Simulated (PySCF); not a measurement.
**Pb(52+), Pb(53+): ionisation energy in even-tempered 17s11p7d4f4g, part 1 of 2**

Aim: the ionisation energy of lead from differences of total energies, at each level of theory, and how far each lands from the tabulated value where there is one.

Method: unrestricted determinants in a Gaussian basis, no spin-orbit coupling in the energies. Code: PySCF 2.14.0.

### Step 1. The system

* Element: lead (Z = 82)
* Basis: an even-tempered Gaussian basis (17 s from 7.2 bohr⁻², ratio 2.5; 11 p from 9.3 bohr⁻², ratio 2.5; 7 d from 17 bohr⁻², ratio 2.5; 4 f from 42 bohr⁻², ratio 2.7; 4 g from 63 bohr⁻², ratio 2.7)
* Hamiltonian: no relativity, point nucleus
* State 1: Pb(52+): [Ar] 3d10 4s2, closed-shell 1S
* State 2: Pb(53+): [Ar] 3d10 4s1, 2S determinant
* Methods: UHF, LDA, PBE, PBE0, r2SCAN, r2SCANh, BLYP, MP2
* Core shells frozen in the correlated runs: outer shells: [Ne] (for Pb(52+))

Outer shells as boxes (Hund's rule):

Pb52+ [Ar] 3d10 4s2
```
[Ar] core
3d [↑↓][↑↓][↑↓][↑↓][↑↓]
4s [↑↓]
```

Pb53+ [Ar] 3d10 4s1
```
[Ar] core
3d [↑↓][↑↓][↑↓][↑↓][↑↓]
4s [↑ ]
```

One driver process ran all states and methods and kept the integrals in memory. Each run is shown as a PySCF script that sums up its settings (the driver passes frozen orbitals as a list and adds second-order terms of double hybrids); the logs are those of the runs themselves. The driver starts from symmetry-adapted Hartree-Fock orbitals, holds the occupation by maximum overlap and uses a logarithmic radial grid for functionals, so a plain start would take other cycles.

The integrals over 149 functions and the set-up took 1.1 s of CPU time.

### Step 2. Pb(52+): the ladder of methods

**UHF**

input.py

```python
from pyscf import gto, scf, dft, mp, cc
mol = gto.M(atom="Pb 0 0 0", charge=52, spin=0, symmetry="D2h",
            basis=gto.etbs([(0, 17, 7.2, 2.5), (1, 11, 9.3, 2.5), (2, 7, 17, 2.5), (3, 4, 42, 2.7), (4, 4, 63, 2.7)]))
mf = scf.UHF(mol)
mf.irrep_nelec = {'Ag': (6, 6), 'B1g': (1, 1), 'B2g': (1, 1), 'B3g': (1, 1), 'B1u': (2, 2), 'B2u': (2, 2), 'B3u': (2, 2)}
mf.kernel()
```

The program printed:

```text
damping factor = 0
level_shift factor = 0
DIIS = <class 'pyscf.scf.diis.CDIIS'>
diis_start_cycle = 1
diis_space = 10
diis_damp = 0
SCF conv_tol = 1e-09
SCF conv_tol_grad = None
number electrons alpha = 15  beta = 15
cycle= 1 E= -17485.2141841186  delta_E=    0  |g|= 3.92e-06  |ddm|= 5.36e-06
converged SCF energy = -17485.2141841186  <S^2> = -2.4868996e-14  2S+1 = 1
```

It used 15 s of CPU time after the integrals (shared host).

Orbital energies by shell (radii are means over both spins):

```
shell  electrons  mean orbital energy (eV)  spread (eV)  rms radius (bohr)
   1s          2                  -82467.9            0             0.0213
   2s          2                  -16376.0            0             0.0838
   2p          6                  -15866.6            0             0.0720
   3s          2                   -5944.8            0              0.203
   3p          6                   -5707.2            0              0.194
   3d         10                   -5286.4            0              0.169
   4s          2                   -2962.5            0              0.401
```

⟨S²⟩ = 0.000, ⟨L²⟩ = 0.00.

Spin-orbit constants on these orbitals (cm⁻¹; bare nucleus, screened nucleus, mean field): 3p 1668000, 1627000, 1603000; 3d 367200, 322400, 317500.

A non-relativistic calculation at this Z misses sizeable relativistic shifts. The p, d and f levels are scalar averages; spin-orbit coupling splits them strongly at this Z.

**LDA**

Changes to input.py:

```diff
@@ -3,3 +3,3 @@
             basis=gto.etbs([(0, 17, 7.2, 2.5), (1, 11, 9.3, 2.5), (2, 7, 17, 2.5), (3, 4, 42, 2.7), (4, 4, 63, 2.7)]))
-mf = scf.UHF(mol)
+mf = dft.UKS(mol, xc="LDA,VWN")
 mf.irrep_nelec = {'Ag': (6, 6), 'B1g': (1, 1), 'B2g': (1, 1), 'B3g': (1, 1), 'B1u': (2, 2), 'B2u': (2, 2), 'B3u': (2, 2)}
```

The program printed:

```text
damping factor = 0
level_shift factor = 0
DIIS = <class 'pyscf.scf.diis.CDIIS'>
diis_start_cycle = 1
diis_space = 10
diis_damp = 0
SCF conv_tol = 1e-09
SCF conv_tol_grad = None
number electrons alpha = 15  beta = 15
XC functionals = LDA,VWN
    P. A. M. Dirac.,  Math. Proc. Cambridge Philos. Soc. 26, 376 (1930)
    F. Bloch.,  Z. Phys. 57, 545 (1929)
    S. H. Vosko, L. Wilk, and M. Nusair.,  Can. J. Phys. 58, 1200 (1980)
cycle= 1 E= -17476.1938887673  delta_E= -0.0223  |g|= 0.0656  |ddm|= 0.0835
cycle= 2 E= -17476.1939038372  delta_E= -1.51e-05  |g|= 0.00987  |ddm|= 0.00456
cycle= 3 E= -17476.193904314  delta_E= -4.77e-07  |g|= 0.000389  |ddm|= 0.00054
cycle= 4 E= -17476.1939043147  delta_E= -7.02e-10  |g|= 5.67e-07  |ddm|= 1.75e-05
converged SCF energy = -17476.1939043147  <S^2> = -2.3092639e-14  2S+1 = 1
```

It used 1.4 s of CPU time after the integrals (shared host).

**PBE**

input.py

```python
from pyscf import gto, scf, dft, mp, cc
mol = gto.M(atom="Pb 0 0 0", charge=52, spin=0, symmetry="D2h",
            basis=gto.etbs([(0, 17, 7.2, 2.5), (1, 11, 9.3, 2.5), (2, 7, 17, 2.5), (3, 4, 42, 2.7), (4, 4, 63, 2.7)]))
mf = dft.UKS(mol, xc="PBE")
mf.irrep_nelec = {'Ag': (6, 6), 'B1g': (1, 1), 'B2g': (1, 1), 'B3g': (1, 1), 'B1u': (2, 2), 'B2u': (2, 2), 'B3u': (2, 2)}
mf.kernel()
```

The program printed:

```text
damping factor = 0
level_shift factor = 0
DIIS = <class 'pyscf.scf.diis.CDIIS'>
diis_start_cycle = 1
diis_space = 10
diis_damp = 0
SCF conv_tol = 1e-09
SCF conv_tol_grad = None
number electrons alpha = 15  beta = 15
XC functionals = PBE
    J. P. Perdew, K. Burke, and M. Ernzerhof.,  Phys. Rev. Lett. 77, 3865 (1996)
    J. P. Perdew, K. Burke, and M. Ernzerhof.,  Phys. Rev. Lett. 78, 1396 (1997)
    J. P. Perdew, K. Burke, and M. Ernzerhof.,  Phys. Rev. Lett. 77, 3865 (1996)
    J. P. Perdew, K. Burke, and M. Ernzerhof.,  Phys. Rev. Lett. 78, 1396 (1997)
cycle= 1 E= -17485.6709720162  delta_E= -0.0131  |g|= 0.0143  |ddm|= 0.0976
cycle= 2 E= -17485.6709728752  delta_E= -8.59e-07  |g|= 0.00192  |ddm|= 0.00129
cycle= 3 E= -17485.670972896  delta_E= -2.07e-08  |g|= 0.000174  |ddm|= 0.000127
cycle= 4 E= -17485.6709728961  delta_E= -1.35e-10  |g|= 1.7e-06  |ddm|= 7.54e-06
converged SCF energy = -17485.6709728961  <S^2> = -2.1316282e-14  2S+1 = 1
```

It used 1.9 s of CPU time after the integrals (shared host).

**PBE0**

input.py

```python
from pyscf import gto, scf, dft, mp, cc
mol = gto.M(atom="Pb 0 0 0", charge=52, spin=0, symmetry="D2h",
            basis=gto.etbs([(0, 17, 7.2, 2.5), (1, 11, 9.3, 2.5), (2, 7, 17, 2.5), (3, 4, 42, 2.7), (4, 4, 63, 2.7)]))
mf = dft.UKS(mol, xc="PBE0")
mf.irrep_nelec = {'Ag': (6, 6), 'B1g': (1, 1), 'B2g': (1, 1), 'B3g': (1, 1), 'B1u': (2, 2), 'B2u': (2, 2), 'B3u': (2, 2)}
mf.kernel()
```

The program printed:

```text
damping factor = 0
level_shift factor = 0
DIIS = <class 'pyscf.scf.diis.CDIIS'>
diis_start_cycle = 1
diis_space = 10
diis_damp = 0
SCF conv_tol = 1e-09
SCF conv_tol_grad = None
number electrons alpha = 15  beta = 15
XC functionals = PBE0
    C. Adamo and V. Barone.,  J. Chem. Phys. 110, 6158 (1999)
    M. Ernzerhof and G. E. Scuseria.,  J. Chem. Phys. 110, 5029 (1999)
cycle= 1 E= -17485.987062256  delta_E= -0.00722  |g|= 0.0122  |ddm|= 0.0746
cycle= 2 E= -17485.9870627646  delta_E= -5.09e-07  |g|= 0.001  |ddm|= 0.00134
cycle= 3 E= -17485.9870627701  delta_E= -5.5e-09  |g|= 0.000137  |ddm|= 6.05e-05
cycle= 4 E= -17485.9870627702  delta_E= -1.24e-10  |g|= 1.14e-06  |ddm|= 6.93e-06
converged SCF energy = -17485.9870627702  <S^2> = -1.9539925e-14  2S+1 = 1
```

CPU time 4.8 s on a shared host, the integrals not counted.

**r2SCAN**

input.py

```python
from pyscf import gto, scf, dft, mp, cc
mol = gto.M(atom="Pb 0 0 0", charge=52, spin=0, symmetry="D2h",
            basis=gto.etbs([(0, 17, 7.2, 2.5), (1, 11, 9.3, 2.5), (2, 7, 17, 2.5), (3, 4, 42, 2.7), (4, 4, 63, 2.7)]))
mf = dft.UKS(mol, xc="R2SCAN")
mf.irrep_nelec = {'Ag': (6, 6), 'B1g': (1, 1), 'B2g': (1, 1), 'B3g': (1, 1), 'B1u': (2, 2), 'B2u': (2, 2), 'B3u': (2, 2)}
mf.kernel()
```

The program printed:

```text
damping factor = 0
level_shift factor = 0
DIIS = <class 'pyscf.scf.diis.CDIIS'>
diis_start_cycle = 1
diis_space = 10
diis_damp = 0
SCF conv_tol = 1e-09
SCF conv_tol_grad = None
number electrons alpha = 15  beta = 15
XC functionals = R2SCAN
    J. W. Furness, A. D. Kaplan, J. Ning, J. P. Perdew, and J. Sun.,  J. Phys. Chem. Lett. 11, 8208-8215 (2020)
    J. W. Furness, A. D. Kaplan, J. Ning, J. P. Perdew, and J. Sun.,  J. Phys. Chem. Lett. 11, 9248-9248 (2020)
    J. W. Furness, A. D. Kaplan, J. Ning, J. P. Perdew, and J. Sun.,  J. Phys. Chem. Lett. 11, 8208-8215 (2020)
    J. W. Furness, A. D. Kaplan, J. Ning, J. P. Perdew, and J. Sun.,  J. Phys. Chem. Lett. 11, 9248-9248 (2020)
cycle= 1 E= -17486.4045534522  delta_E= -0.00619  |g|= 0.0221  |ddm|= 0.0309
cycle= 2 E= -17486.404556227  delta_E= -2.77e-06  |g|= 0.00361  |ddm|= 0.00241
cycle= 3 E= -17486.4045562976  delta_E= -7.06e-08  |g|= 0.000134  |ddm|= 0.000205
cycle= 4 E= -17486.4045562976  delta_E= -4.73e-11  |g|= 1.35e-06  |ddm|= 5.06e-06
converged SCF energy = -17486.4045562976  <S^2> = -2.3092639e-14  2S+1 = 1
```

It used 4.8 s of CPU time after the integrals (shared host).

**r2SCANh**

input.py

```python
from pyscf import gto, scf, dft, mp, cc
mol = gto.M(atom="Pb 0 0 0", charge=52, spin=0, symmetry="D2h",
            basis=gto.etbs([(0, 17, 7.2, 2.5), (1, 11, 9.3, 2.5), (2, 7, 17, 2.5), (3, 4, 42, 2.7), (4, 4, 63, 2.7)]))
mf = dft.UKS(mol, xc="HYB_MGGA_XC_R2SCANH")
mf.irrep_nelec = {'Ag': (6, 6), 'B1g': (1, 1), 'B2g': (1, 1), 'B3g': (1, 1), 'B1u': (2, 2), 'B2u': (2, 2), 'B3u': (2, 2)}
mf.kernel()
```

The program printed:

```text
damping factor = 0
level_shift factor = 0
DIIS = <class 'pyscf.scf.diis.CDIIS'>
diis_start_cycle = 1
diis_space = 10
diis_damp = 0
SCF conv_tol = 1e-09
SCF conv_tol_grad = None
number electrons alpha = 15  beta = 15
XC functionals = HYB_MGGA_XC_R2SCANH
    M. Bursch, H. Neugebauer, S. Ehlert, and S. Grimme.,  J. Chem. Phys. 156, 134105 (2022)
cycle= 1 E= -17486.4618128799  delta_E= -0.00501  |g|= 0.0192  |ddm|= 0.0279
cycle= 2 E= -17486.4618149332  delta_E= -2.05e-06  |g|= 0.00299  |ddm|= 0.00211
cycle= 3 E= -17486.4618149811  delta_E= -4.79e-08  |g|= 0.000122  |ddm|= 0.000165
cycle= 4 E= -17486.4618149812  delta_E= -1.06e-10  |g|= 1.27e-06  |ddm|= 5.26e-06
converged SCF energy = -17486.4618149812  <S^2> = -2.1316282e-14  2S+1 = 1
```

CPU time 7.9 s on a shared host, the integrals not counted.

**BLYP**

input.py

```python
from pyscf import gto, scf, dft, mp, cc
mol = gto.M(atom="Pb 0 0 0", charge=52, spin=0, symmetry="D2h",
            basis=gto.etbs([(0, 17, 7.2, 2.5), (1, 11, 9.3, 2.5), (2, 7, 17, 2.5), (3, 4, 42, 2.7), (4, 4, 63, 2.7)]))
mf = dft.UKS(mol, xc="BLYP")
mf.irrep_nelec = {'Ag': (6, 6), 'B1g': (1, 1), 'B2g': (1, 1), 'B3g': (1, 1), 'B1u': (2, 2), 'B2u': (2, 2), 'B3u': (2, 2)}
mf.kernel()
```

The program printed:

```text
damping factor = 0
level_shift factor = 0
DIIS = <class 'pyscf.scf.diis.CDIIS'>
diis_start_cycle = 1
diis_space = 10
diis_damp = 0
SCF conv_tol = 1e-09
SCF conv_tol_grad = None
number electrons alpha = 15  beta = 15
XC functionals = BLYP
    A. D. Becke.,  Phys. Rev. A 38, 3098 (1988)
    C. Lee, W. Yang, and R. G. Parr.,  Phys. Rev. B 37, 785 (1988)
    B. Miehlich, A. Savin, H. Stoll, and H. Preuss.,  Chem. Phys. Lett. 157, 200 (1989)
cycle= 1 E= -17486.8104709643  delta_E= -0.0146  |g|= 0.0151  |ddm|= 0.0964
cycle= 2 E= -17486.8104715603  delta_E= -5.96e-07  |g|= 0.000739  |ddm|= 0.00126
cycle= 3 E= -17486.810471564  delta_E= -3.62e-09  |g|= 0.000122  |ddm|= 7e-05
cycle= 4 E= -17486.810471564  delta_E= -8e-11  |g|= 2.15e-06  |ddm|= 6.66e-06
converged SCF energy = -17486.810471564  <S^2> = -2.3092639e-14  2S+1 = 1
```

It used 1.9 s of CPU time after the integrals (shared host).

**MP2 (outer shells)**

input.py

```python
from pyscf import gto, scf, dft, mp, cc
mol = gto.M(atom="Pb 0 0 0", charge=52, spin=0, symmetry="D2h",
            basis=gto.etbs([(0, 17, 7.2, 2.5), (1, 11, 9.3, 2.5), (2, 7, 17, 2.5), (3, 4, 42, 2.7), (4, 4, 63, 2.7)]))
mf = scf.UHF(mol)
mf.irrep_nelec = {'Ag': (6, 6), 'B1g': (1, 1), 'B2g': (1, 1), 'B3g': (1, 1), 'B1u': (2, 2), 'B2u': (2, 2), 'B3u': (2, 2)}
mf.kernel()
mp.UMP2(mf, frozen=5).kernel()
```

The driver printed no log here.

It used 4.8 s of CPU time after the integrals (shared host).

With 20 electrons correlated, the MP2 correlation energy is -0.97974 hartree (-0.31464 same spin, -0.66510 opposite spin); the SCS form gives -0.90301. Largest pairs of shells: 3d-3d -0.4137, 3p-3d -0.2240, 4s-4s -0.0900, 3d-4s -0.0839, 3p-3p -0.0626.

Radial density 4πr²ρ of Pb(52+) at UHF:

```
r (bohr)  density
0.000313    0.465
0.000526     1.27
0.000885     3.39
 0.00149     8.68
 0.00251     20.8
 0.00421     44.5
 0.00709     78.9
  0.0119      104
  0.0201     98.2
  0.0337      108
  0.0567      145
  0.0954      113
   0.161      122
   0.270     32.3
   0.454     5.89
   0.764   0.0856
```

(Continued in part 2 of 2.)
